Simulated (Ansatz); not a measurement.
# AlF3H: the cost of one run

Method: UKS revPBE-D4/def2-SVP, in Ansatz 0.2.0.

### Step 1. The structure to begin with

Bond lengths: Al1–H2 1.810 Å, Al1–F3 1.690 Å, Al1–F4 1.690 Å. Angles: H2–Al1–F3 120.0°, H2–Al1–F4 120.0°, F3–Al1–F4 120.0°.

Coordinates:

```xyz
5

Al    0.0000    0.0000    0.0000
H     0.0000    0.0000    1.8100
F     1.4635    0.0000   -0.8450
F    -1.4635    0.0000   -0.8450
F     0.0000    0.0000    3.0300
```

### Step 2. A restrained relaxation towards end A

Springs on the bonds that form and break draw the guess towards this end; the thresholds are loose.

Contents of input.yaml:

```yaml
crystal:
  periodic: [false, false, false]
  atoms:
    - { symbol: Al, position_ang: [0.0, 0.0, 0.0] }
    - { symbol: H, position_ang: [0.0, 0.0, 1.81] }
    - { symbol: F, position_ang: [1.4635, 0.0, -0.845] }
    - { symbol: F, position_ang: [-1.4635, 0.0, -0.845] }
    - { symbol: F, position_ang: [0.0, 0.0, 3.03] }
magnetization:
  spin_polarized: true
  initial_magnetization: 1
basis:
  gaussian: { orbitals: def2-SVP }
hamiltonian:
  xc: revpbe
  dispersion: d4
relax:
  f_tol: 0.15
  max_steps: 25
  restrain:
    - { distance: [1, 4], at: 2.12, k: 30.0 }
    - { distance: [0, 1], at: 1.56, k: 30.0 }
```

Command:

```console
$ ansatz run input.yaml --threads 2 --pin off --max-ram 3072MiB --backend cpu --events-out ev --progress --plain --runs-dir out
```

What time and memory should one allow on 2 threads of Arm Neoverse V1, shared host?

About 14 s, with a peak of 0.14 GiB.
